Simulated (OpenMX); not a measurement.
Crystal: NbTe.

```
Te Nb
1.0
     3.70297    0.00000    0.00000
    -1.85149    3.20687    0.00000
     0.00000    0.00000    3.69421
Te Nb
1 1
Cartesian
  1.8515 1.0690 0.0000
  0.0000 0.0000 1.8471
```

The cell comes from a database or a generator and needn't be the stable form of this composition.

Base run:

```yaml
Program: OpenMX 3.8.5
Functional: PBE
Dispersion: D3(BJ)
Potentials_or_basis: OpenMX 2013 PBE set, Te7.0-s3p2d2f1, Nb7.0-s3p2d2, grid cutoff 500 Ry
k_mesh: 7 × 7 × 5
Occupations: fermi-dirac, width 0.05 eV
Spin: no spin polarisation
```

Its results: band gap on the k mesh none (metal or under the smearing width); pressure -2.3 GPa; largest force 0.006 eV/Å.

Problem. The run is repeated on the same cell with these changes: dispersion from D3(BJ) to none. What comes out?

Solution. Band gap on the k mesh none (metal or under the smearing width); pressure 2.5 GPa; largest force 0.006 eV/Å.

Dispersion adds attraction, which lowers the pressure at fixed volume and, as a term added to the energy, leaves the levels alone.

Caveats: the basis of atomic orbitals isn't converged, which shifts pressures, moduli and gaps; pairwise dispersion overbinds metals, which lowers pressure and volume (some runs).

Not every run made on this cell is shown here.
